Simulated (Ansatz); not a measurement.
H₂O₂Si, SMILES O[Si]O, the interaction energy of a dimer with the counterpoise correction

Program: Ansatz 0.2.0, Python API.

At the Python prompt:
```pycon
>>> import ansatz as az
>>> BASIS = "cc-pVDZ"
>>> XC = "pbe0"
>>> FIRST = [
...     ("O", (-1.4882, -0.1422, -0.2509)),
...     ("Si", (-0.2286, -0.7135, 0.5363)),
...     ("O", (1.0476, 0.2101, 0.0847)),
...     ("H", (-1.2731, 0.676, -0.8378)),
...     ("H", (1.9423, -0.0305, 0.4678)),
... ]
>>> SECOND = [
...     ("O", (1.8253, -0.2071, 4.0454)),
...     ("Si", (0.7983, 0.2322, 5.1789)),
...     ("O", (-0.659, -0.3685, 4.7304)),
...     ("H", (1.4017, -0.7817, 3.3034)),
...     ("H", (-1.4399, -0.1598, 5.3235)),
... ]
>>> def energy(atoms, ghosts=()):
...     molecule = az.Crystal.molecule()
...     for symbol, xyz in atoms:
...         molecule = molecule.atom(symbol, xyz)
...     calc = molecule.calculation().basis(gaussian=BASIS).functional(XC)
...     deck = calc.input()
...     if ghosts:
...         deck = deck.set(az.key.basis.gaussian.ghost_atoms, [{"symbol": s, "position_ang": list(xyz)} for s, xyz in ghosts])
...     return az.Session.from_dict(deck).plan().execute().report["free_energy_ev"]
...
>>> both = energy(FIRST + SECOND)
>>> alone = energy(FIRST) + energy(SECOND)
>>> ghosted = energy(FIRST, SECOND) + energy(SECOND, FIRST)
>>> print(f"dimer {both:.6f} eV")
dimer -23995.270982 eV
>>> print(f"interaction, uncorrected   {23.060548 * (both - alone):8.3f} kcal/mol")
interaction, uncorrected     -1.737 kcal/mol
>>> print(f"interaction, counterpoise  {23.060548 * (both - ghosted):8.3f} kcal/mol")
interaction, counterpoise    -0.884 kcal/mol
>>> print(f"basis-set superposition    {23.060548 * (alone - ghosted):8.3f} kcal/mol")
basis-set superposition       0.852 kcal/mol
```

Uncorrected it is -1.737 kcal/mol, with the counterpoise correction -0.884 kcal/mol; the difference, 0.85 kcal/mol, is the superposition error.

The settings weren't tested for convergence. The dimer is a generated trial pose of unrelaxed monomers, not a minimum, so the figure is no binding energy, and the basis set is small. This level lacks the dispersion part of the attraction (electrostatics and induction are there), which can decide the sign where the interaction is weak. Wall time of the script: 9.1 s on 1 thread of Intel(R) Xeon(R) Processor @ 2.30GHz, with other jobs on the host, peak memory 0.32 GiB.
